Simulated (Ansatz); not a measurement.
FGeH2O2, SMILES [OH][Ge]([OH])[F], a rigid scan of one bond length

Computed with Ansatz's Python interface.

The cells in order, each with its output:

```python
import warnings

import ansatz
from ase import Atoms
import numpy as np
```

```python
BASIS = "def2-SVP"
FUNCTIONAL = "CAM-B3LYP"
```

```python
warnings.simplefilter("ignore", ansatz.DeckWarning)
```

```python
atoms = Atoms(["O", "Ge", "O", "F", "H", "H"], positions=[
    (-0.7039, 1.3582, -0.4026),
    (0.1261, -0.1533, -0.3274),
    (1.1651, -0.1469, 1.0946),
    (-0.9466, -1.4603, -0.2022),
    (-1.2779, 1.3349, -1.2679),
    (1.6793, -0.9965, 1.0593),
])
mol = ansatz.Crystal.molecule_from_ase(atoms)
```

```python
symbols = [site.symbol for site in mol.cartesian_sites]
start = np.array([site.position_ang for site in mol.cartesian_sites])
axis = (start[0] - start[1]) / np.linalg.norm(start[0] - start[1])
moving = [0, 4]
lengths, energies = [1.519, 1.588, 1.657, 1.726, 1.795, 1.864, 1.933, 2.037], []
for length in lengths:
    xyz = start.copy()
    xyz[moving] += (length - np.linalg.norm(start[0] - start[1])) * axis
    point = ansatz.Crystal.molecule()
    for symbol, place in zip(symbols, xyz):
        point = point.atom(symbol, place.tolist())
    setup = (
        point.calculation()
        .basis(gaussian=BASIS)
        .functional(FUNCTIONAL)
        .spin("collinear", total=1)
    )
    report = setup.run(threads=1).report
    energies.append(report["free_energy_ev"])
    print(f"r = {length:6.3f} A  E = {energies[-1]:.5f} eV  <S^2> = {abs(report['mean_field']['state']['spin_squared']):.3f}")
```

    r =  1.519 A  E = -63350.07721 eV  <S^2> = 0.752
    r =  1.588 A  E = -63350.81219 eV  <S^2> = 0.753
    r =  1.657 A  E = -63351.22335 eV  <S^2> = 0.753
    r =  1.726 A  E = -63351.40595 eV  <S^2> = 0.753
    r =  1.795 A  E = -63351.42926 eV  <S^2> = 0.754
    r =  1.864 A  E = -63351.34366 eV  <S^2> = 0.755
    r =  1.933 A  E = -63351.18609 eV  <S^2> = 0.756
    r =  2.037 A  E = -63350.87138 eV  <S^2> = 0.760

```python
# quartic fit about the minimum
fit = np.polynomial.Polynomial.fit(lengths, np.array(energies) - min(energies), 4).convert()
roots = [r.real for r in fit.deriv().roots() if abs(r.imag) < 1e-9 and fit.deriv(2)(r.real) > 0]
r_e = min(roots, key=lambda r: abs(r - lengths[int(np.argmin(energies))]))
print(f"minimum of the fit at {r_e:.4f} A, force constant {fit.deriv(2)(r_e):.2f} eV/A^2")
```

    minimum of the fit at 1.7707 A, force constant 25.86 eV/A^2

Total energies depend on the basis set; only differences at equal settings carry meaning. The rest of the molecule is held rigid at a force-field or estimated start geometry, and the basis set is modest; single-reference methods fail as a bond breaks. The run takes the species as open-shell (spin multiplicity 2), which needn't be its ground state. Run time: 40 s on 1 thread of Arm Neoverse V2, with other jobs on the host, peak memory 0.33 GiB.
